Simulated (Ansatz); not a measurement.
# C2H7BFNS: a ladder of functionals and wavefunction methods

An exercise on one series of results from a longer session: the logs are not shown, and one member is left open.

Computed with Ansatz 0.2.0, Gaussian basis. Level: functionals in def2-TZVPP, the program's frozen cores in correlated methods.

The runs, in order: PBE-D4, r2SCAN-D4, PBE0-D4, B3LYP-D4, ωB97X-V, ωB97M-V, B2PLYP; CCSD(T)/def2-TZVPP; MP2/def2-QZVPP; extrapolation to the limit.

## The relaxed structure

An earlier PBE0-D4 in a triple-zeta def2 set relaxation fixed the geometry.

SMILES `CSCB(N)F`, 13 atoms, charge 0, spin multiplicity 1.

Atoms are counted from 1 here; the program's logs count them from 0.

Bond lengths: C1–S2 1.795 Å, C1–H7 1.091 Å, C1–H8 1.091 Å, C1–H9 1.092 Å, S2–C3 1.798 Å, C3–B4 1.578 Å, C3–H10 1.097 Å, C3–H11 1.094 Å, B4–N5 1.390 Å, B4–F6 1.344 Å, N5–H12 1.006 Å, N5–H13 1.005 Å. Angles: S2–C1–H7 107.2°, S2–C1–H8 111.0°, S2–C1–H9 111.1°, H7–C1–H8 108.8°, H7–C1–H9 108.9°, H8–C1–H9 109.7°, C1–S2–C3 100.7°, S2–C3–B4 112.3°, S2–C3–H10 109.1°, S2–C3–H11 110.7°, B4–C3–H10 107.5°, B4–C3–H11 110.0°, H10–C3–H11 107.0°, C3–B4–N5 123.8°, C3–B4–F6 117.7°, N5–B4–F6 118.6°, B4–N5–H12 121.9°, B4–N5–H13 122.8° and more.

The first run:

in.yaml reads:

```yaml
crystal:
  periodic: [false, false, false]
  atoms:
    - {symbol: C, position_ang: [0.396498, -2.413936, -0.046394]}
    - {symbol: S, position_ang: [-0.316834, -0.912542, -0.724600]}
    - {symbol: C, position_ang: [-0.121503, 0.208569, 0.667316]}
    - {symbol: B, position_ang: [-0.353651, 1.715114, 0.258931]}
    - {symbol: N, position_ang: [-0.252321, 2.186312, -1.044655]}
    - {symbol: F, position_ang: [-0.636318, 2.590569, 1.238735]}
    - {symbol: H, position_ang: [0.331042, -3.180555, -0.819345]}
    - {symbol: H, position_ang: [-0.159846, -2.750713, 0.830118]}
    - {symbol: H, position_ang: [1.445633, -2.267123, 0.217372]}
    - {symbol: H, position_ang: [0.901762, 0.125162, 1.054763]}
    - {symbol: H, position_ang: [-0.796222, -0.066726, 1.483275]}
    - {symbol: H, position_ang: [-0.029633, 1.578708, -1.814238]}
    - {symbol: H, position_ang: [-0.388008, 3.152563, -1.286477]}
basis:
  gaussian: {orbitals: def2-TZVPP}
hamiltonian: {xc: pbe, dispersion: d4}
output: {forces: true, orbitals: {seedname: orbitals}}
```

The run is started by

```
ansatz run in.yaml --threads 2 --pin off --events-out ev --progress --plain --max-ram 22528MiB --backend cuda --devices 0, --max-vram 18GiB
```

Among the steps run: PBE-D4 (GGA); r2SCAN-D4 (meta-GGA); PBE0-D4 (hybrid); B3LYP-D4 (hybrid); ωB97X-V (range-separated); ωB97M-V (range-separated); B2PLYP (double hybrid); CCSD(T) in def2-TZVPP; MP2 in def2-QZVPP.

One table of the session follows, with a row left open; its other results are not shown here.

| method | atomisation energy (kJ/mol) |
| --- | --- |
| PBE-D4 | ? |
| r2SCAN-D4 | 5112.6 |
| PBE0-D4 | 5125.3 |
| B3LYP-D4 | 5103.1 |
| ωB97X-V | 5110.5 |
| ωB97M-V | 5125.2 |
| B2PLYP | 5047.3 |
| HF/def2-TZVPP | 3742.4 |
| MP2/def2-TZVPP | 5048.4 |
| CCSD/def2-TZVPP | 4878.2 |
| CCSD(T)/def2-TZVPP | 4952.5 |
| MP2/CBS | 5180.8 |
| CCSD(T)/CBS | 5085.0 |

Estimate the missing values for PBE-D4.

**Answer.** atomisation energy (kJ/mol): 5217.1. In the column «atomisation energy (kJ/mol)» it is the highest.

Caveats from the session: Free atoms (2 C, 1 S, 1 B, 1 N, 1 F, 7 H) were run apart at each level; the atomisation energy is their sum less the molecule, without zero-point or spin-orbit terms.
